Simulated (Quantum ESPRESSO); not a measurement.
Input of a Quantum ESPRESSO 7.5 run:

File scf.in:

```
&CONTROL
  calculation = 'scf'
  prefix = 'pwscf'
  outdir = './tmp'
  pseudo_dir = './pseudo'
/
&SYSTEM
  ibrav = 0
  nat = 2
  ntyp = 2
  ecutwfc = 84
  nbnd = 15
  occupations = 'smearing'
  smearing = 'fd'
  degauss = 0.00367493
  force_symmorphic = .true.
/
&ELECTRONS
  conv_thr = 4d-10
  electron_maxstep = 120
  mixing_beta = 0.5
/
ATOMIC_SPECIES
B     10.8100 B.upf
As    74.9216 As.upf
CELL_PARAMETERS angstrom
   0.0000000000    2.3885000000    2.3885000000
   2.3885000000    0.0000000000    2.3885000000
   2.3885000000    2.3885000000    0.0000000000
ATOMIC_POSITIONS crystal
B      0.0000000000    0.0000000000    0.0000000000
As     0.2500000000    0.2500000000    0.2500000000
K_POINTS automatic
10 10 10 0 0 0
```

Contents of nscf.in:

```
&CONTROL
  calculation = 'nscf'
  prefix = 'pwscf'
  outdir = './tmp'
  pseudo_dir = './pseudo'
/
&SYSTEM
  ibrav = 0
  nat = 2
  ntyp = 2
  ecutwfc = 84
  nbnd = 69
  occupations = 'fixed'
  force_symmorphic = .true.
/
&ELECTRONS
  conv_thr = 1d-08
  diago_full_acc = .true.
  diago_thr_init = 1d-06
/
ATOMIC_SPECIES
B     10.8100 B.upf
As    74.9216 As.upf
CELL_PARAMETERS angstrom
   0.0000000000    2.3885000000    2.3885000000
   2.3885000000    0.0000000000    2.3885000000
   2.3885000000    2.3885000000    0.0000000000
ATOMIC_POSITIONS crystal
B      0.0000000000    0.0000000000    0.0000000000
As     0.2500000000    0.2500000000    0.2500000000
K_POINTS automatic
8 8 8 0 0 0
```

Potentials or basis: PseudoDojo 0.4.1 SR PBE standard.

Run with:

```console
$ OMP_NUM_THREADS=1 pw.x -in scf.in > scf.out
$ OMP_NUM_THREADS=1 pw.x -in nscf.in > nscf.out
```

Problem. Predict the band gap on the k mesh, mean-field level.

Solution. 1.21 eV, indirect (least direct gap 3.29 eV).

A k mesh can miss the band edges. As with any semilocal functional, this PBE gap is likely too small.
